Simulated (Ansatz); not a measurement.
**B3LYP/6-31G(d) (spherical functions) run of GaCl3 (gallium trichloride (monomer))**

Aim: the electronic atomisation energy of GaCl3 (gallium trichloride (monomer)) at B3LYP/6-31G* (spherical functions), from 3 runs. 

The results are computed with Ansatz 0.2.0.

23 further runs of the same task are left out: 1 that didn't finish, 22 set aside as unsound or not needed.

**1. Starting point**

The species is GaCl3 (4 atoms), meant as a singlet with charge 0. As SMILES, `[Cl][Ga]([Cl])[Cl]`. Geometry: relaxed at PBE0-D4/def2-TZVP.

Bond lengths: Cl1–Ga2 2.112 Å, Ga2–Cl3 2.112 Å, Ga2–Cl4 2.112 Å. Angles: Cl1–Ga2–Cl3 120.0°, Cl1–Ga2–Cl4 120.0°, Cl3–Ga2–Cl4 120.0°.

**2. A single-point energy at B3LYP/6-31G(d) (spherical functions)**

File run.yaml:

```yaml
crystal:
  periodic: [false, false, false]
  atoms:
    - {symbol: Cl, position_ang: [0.866700, 0.371400, 1.887500]}
    - {symbol: Ga, position_ang: [0.013800, -0.015100, -0.005100]}
    - {symbol: Cl, position_ang: [-0.090300, -1.995000, -0.731600]}
    - {symbol: Cl, position_ang: [-0.734700, 1.578300, -1.171100]}
basis:
  gaussian: {orbitals: 6-31G_st_-spherical.json}
hamiltonian: {xc: {name: B3LYP}}
accuracy: high
output: {orbitals: {seedname: orbitals}}
```

The basis set 6-31G* is read from a file made from the Basis Set Exchange's data (not shown).

Started as:

```sh
ansatz run run.yaml --threads 1 --pin off --max-ram 3480MiB --events-out events.jsonl --progress --plain --runs-dir runs
```

Standard output:

```text
Warning: RAYON_NUM_THREADS=1 ignored (pool sized by the plan → 1); use --threads N
Functional definition: B3LYP
  name "B3LYP"
  parameter a0 = 0.2
  parameter ax = 0.72
  parameter ac = 0.81
  exchange = (1 - a0 - ax)*slater_x + ax*b88_x + a0*exact_x
  correlation = (1 - ac)*vwn_rpa_c + ac*lyp_c
1690 factors; integrals over basis functions are off by at most 4.7e-9 eV
mean field evaluation 1: about -89941.8162 eV, gradient 2.9e1 eV
mean field evaluation 2: about -89940.2072 eV, gradient 4.3e1 eV
mean field evaluation 4: about -89943.5097 eV, gradient 3.4e-1 eV
mean field evaluation 8: about -89943.5665 eV, gradient 5.5e-2 eV
mean field evaluation 16: about -89943.5666 eV, gradient 4.0e-7 eV
mean field -89943.56655160 eV, -3305.3651048322 hartree, gradient 3.4e-8 eV, S^2 0.000000; 0 other end points of the search recorded, 0 dependent functions left out
reference -89943.56658991 eV, -3305.3651062402 hartree; 41, 41 occupied and 45, 45 virtual orbitals, 1690 factors
Total energy: -89943.56658991 eV, -3305.3651062402 hartree
```

Run time: 17 s. Hardware: 1 thread of Arm Neoverse N1, shared host; peak memory 0.32 GiB.

**3. The Cl atom**

File job.yaml:

```yaml
crystal:
  periodic: [false, false, false]
  atoms:
    - {symbol: Cl, position_ang: [0.000000, 0.000000, 0.000000]}
basis:
  gaussian:
    orbitals: 6-31G_st_-spherical.json
magnetization:
  spin_polarized: true
  initial_magnetization: 1
hamiltonian:
  xc: {name: B3LYP}
accuracy: high
```

The basis set 6-31G* is read from a file made from the Basis Set Exchange's data (not shown).

Run the same way, it converges to -460.13279 Eh (log not shown).

**4. The Ga atom**

File in.yaml:

```yaml
crystal:
  periodic: [false, false, false]
  atoms:
    - {symbol: Ga, position_ang: [0.000000, 0.000000, 0.000000]}
basis:
  gaussian: {orbitals: 6-31G_st_-spherical.json}
magnetization: {spin_polarized: true, initial_magnetization: 1}
hamiltonian: {xc: {name: B3LYP}}
accuracy: high
```

The basis set 6-31G* is read from a file made from the Basis Set Exchange's data (not shown).

Run the same way, it converges to -1924.58741 Eh (log not shown).

**5. Outcome**

Level: B3LYP/6-31G* (spherical functions).

```
                     quantity           value
       molecule: total energy  -3305.36511 Eh
        molecule: HOMO energy        -9.12 eV
        molecule: LUMO energy        -2.41 eV
      molecule: HOMO–LUMO gap         6.71 eV
        Cl atom: total energy   -460.13279 Eh
                Cl atom: ⟨S²⟩           0.752
        Ga atom: total energy  -1924.58741 Eh
                Ga atom: ⟨S²⟩           0.752
electronic atomisation energy       10.322 eV
```

Taking the molecule apart into free atoms costs 10.32 eV (996 kJ/mol), before zero-point energy and without spin-orbit coupling.
